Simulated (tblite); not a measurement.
# C4H11FGaN: the cost of one run

The runs use tblite 0.8.0 and PySCF 2.14.0, with density-fitted response routines of our own; the level of theory stands in each step. All values are computed, except where a source is named. Atoms count from 0, in the outputs and in this text.

## 1. Starting geometry

18 atoms, charge 0, multiplicity 1; geometry from: force field or distance geometry start.

Bonds of the start (Å): C0–C1 1.55, C1–C2 1.50, C2–N3 1.44, N3–C4 1.45, N3–Ga5 1.83, Ga5–F6 1.88, C0–H7 1.11, C0–H8 1.11, C0–H9 1.08, C1–H10 1.10, C1–H11 1.10, C2–H12 1.09, C2–H13 1.12, C4–H14 1.11, C4–H15 1.10, C4–H16 1.13, Ga5–H17 1.49.

## 2. Optimising the geometry with GFN2-xTB

What the job is given:

```
{"job": {"kind": "relax", "xc": "GFN2-xTB", "basis": "xTB"}, "charge": 0, "multiplicity": 1}
C      1.973100     0.458900     0.781900
C      1.216900     1.060900    -0.428100
C      0.317500    -0.047500    -0.894200
N     -0.635800    -0.460100     0.102000
C     -1.437000    -1.520200    -0.484500
Ga    -1.850500     0.435600     1.129700
F     -2.265700     2.022300     0.215400
H      2.152800    -0.602000     0.510000
H      1.267000     0.436200     1.639100
H      2.888400     1.007800     0.968800
H      1.905300     1.302200    -1.256400
H      0.585400     1.907900    -0.123000
H     -0.240200     0.186300    -1.802500
H      0.952000    -0.957500    -1.078000
H     -1.584300    -2.300200     0.288200
H     -2.401900    -1.102100    -0.808800
H     -0.836600    -1.931500    -1.344500
H     -2.015200     0.109300     2.573500
```

On the command line:

```
$ OMP_NUM_THREADS=1 python probes_run.py task.json out
```

One launch serves the whole session: the jobs run in the order shown.

**Question.** How long does this first job take on 1 thread of Arm Neoverse N1, shared host, and how much memory does it need?

About 1.9 s, with a peak of 0.18 GiB.
